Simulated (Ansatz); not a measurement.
# CH₆FInO₄Si: how energies converge with the basis set

An exercise on one series of results from a longer session: the logs are not shown, and one member is left open.

Computed with Ansatz 0.2.0, Gaussian basis. Level: one geometry, several basis sets.

Levels to be run: PBE0-D4/def2-SVP; ωB97M-V/def2-SVP; PBE0-D4/def2-QZVPP; ωB97M-V/def2-QZVPP; the functionals' def2-TZVPP values are taken from earlier runs.

### The geometry

The geometry comes from an earlier relaxation with PBE0-D4 in a triple-zeta def2 set; it is a stationary point, not always the lowest conformer. In takes the def2 core potential; no spin-orbit term is included.

SMILES `[CH3][In]([F])[O][Si](O)(O)O`, 14 atoms, charge 0, spin multiplicity 1.

Atoms are counted from 1 here; the program's logs count them from 0.

Bond lengths: C1–In2 2.111 Å, C1–H9 1.089 Å, C1–H10 1.089 Å, C1–H11 1.089 Å, In2–F3 1.984 Å, In2–O4 2.035 Å, O4–Si5 1.602 Å, Si5–O6 1.631 Å, Si5–O7 1.705 Å, Si5–O8 1.622 Å, O6–H12 0.965 Å, O7–H13 0.960 Å, O8–H14 0.958 Å. Angles: In2–C1–H9 109.3°, In2–C1–H10 109.5°, In2–C1–H11 108.8°, H9–C1–H10 109.9°, H9–C1–H11 109.9°, H10–C1–H11 109.3°, C1–In2–F3 125.3°, C1–In2–O4 134.8°, F3–In2–O4 97.9°, In2–O4–Si5 100.9°, O4–Si5–O6 116.6°, O4–Si5–O7 97.6°, O4–Si5–O8 116.9°, O6–Si5–O7 108.4°, O6–Si5–O8 107.3°, O7–Si5–O8 109.3°, Si5–O6–H12 112.6°, Si5–O7–H13 117.2° and more.

The first run:

in.yaml

```yaml
crystal:
  periodic: [false, false, false]
  atoms:
    - {symbol: C, position_ang: [0.611315, 2.190338, -2.076054]}
    - {symbol: In, position_ang: [-0.137624, 1.059085, -0.458841]}
    - {symbol: F, position_ang: [-0.210103, 1.667893, 1.428204]}
    - {symbol: O, position_ang: [-1.384756, -0.539481, -0.284386]}
    - {symbol: Si, position_ang: [-0.544863, -1.470516, 0.712498]}
    - {symbol: O, position_ang: [-0.796135, -1.244896, 2.308293]}
    - {symbol: O, position_ang: [1.004854, -0.876416, 0.321778]}
    - {symbol: O, position_ang: [-0.590441, -3.068101, 0.438326]}
    - {symbol: H, position_ang: [0.990388, 3.141139, -1.705430]}
    - {symbol: H, position_ang: [-0.185402, 2.365031, -2.797778]}
    - {symbol: H, position_ang: [1.414718, 1.631297, -2.554396]}
    - {symbol: H, position_ang: [-0.865636, -0.311871, 2.544565]}
    - {symbol: H, position_ang: [1.683376, -0.939372, 0.998553]}
    - {symbol: H, position_ang: [-0.989690, -3.604129, 1.124678]}
basis:
  gaussian: {orbitals: def2-SVP}
hamiltonian: {xc: pbe0, dispersion: d4}
output: {orbitals: {seedname: orbitals}}
```

Run with:

```console
> ansatz run in.yaml --threads 2 --pin off --events-out ev --progress --plain --max-ram 32768MiB --backend cpu
```

Among the steps run: PBE0-D4 in def2-SVP; ωB97M-V in def2-SVP; PBE0-D4 in def2-QZVPP; ωB97M-V in def2-QZVPP.

One table of the session follows, with a row left open; its other results are not shown here.

It belongs to the step «Density functionals: the series». 

```
functional       basis  HOMO (eV)
   PBE0-D4    def2-SVP      -8.30
   PBE0-D4  def2-TZVPP      -8.52
   PBE0-D4  def2-QZVPP      -8.57
   ωB97M-V    def2-SVP     -10.70
   ωB97M-V  def2-TZVPP     -10.93
   ωB97M-V  def2-QZVPP          ?
```

**Question.** Estimate the row for ωB97M-V, def2-QZVPP.

The run gave: HOMO (eV): -10.98. In the column «HOMO (eV)» it is the lowest.
